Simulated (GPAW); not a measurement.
Al2O3:

```
Al O
1.0
     2.37700    1.37236    4.33000
    -2.37700    1.37236    4.33000
     0.00000   -2.74472    4.33000
Al O
4 6
Direct
  0.85228 0.85228 0.85228
  0.64772 0.64772 0.64772
  0.14772 0.14772 0.14772
  0.35228 0.35228 0.35228
  0.05640 0.44360 0.75000
  0.75000 0.05640 0.44360
  0.44360 0.75000 0.05640
  0.94360 0.55640 0.25000
  0.25000 0.94360 0.55640
  0.55640 0.25000 0.94360
```

Base run:

| Property | Result |
| --- | --- |
| Program | GPAW 26.7.0 |
| Functional | GLLB-SC |
| Potentials or basis | the program's PAW data sets (release 1.2.1) made for this functional |
| Cutoff | 800 eV |
| Basis | pw |
| k mesh | 4 × 4 × 4 |
| Occupations | fermi-dirac, width 0.05 eV |
| Spin | no spin polarisation |

Its results: band gap on the k mesh, kohn-sham part alone 7.25 eV, direct.

Task: The run is repeated on the same cell with these changes: functional from GLLB-SC to LDA. What comes out?

Result: Band gap on the k mesh 6.22 eV, direct.

Caveats: a model potential gives levels but no total energy (some runs).

Not every run made on this cell is shown here.
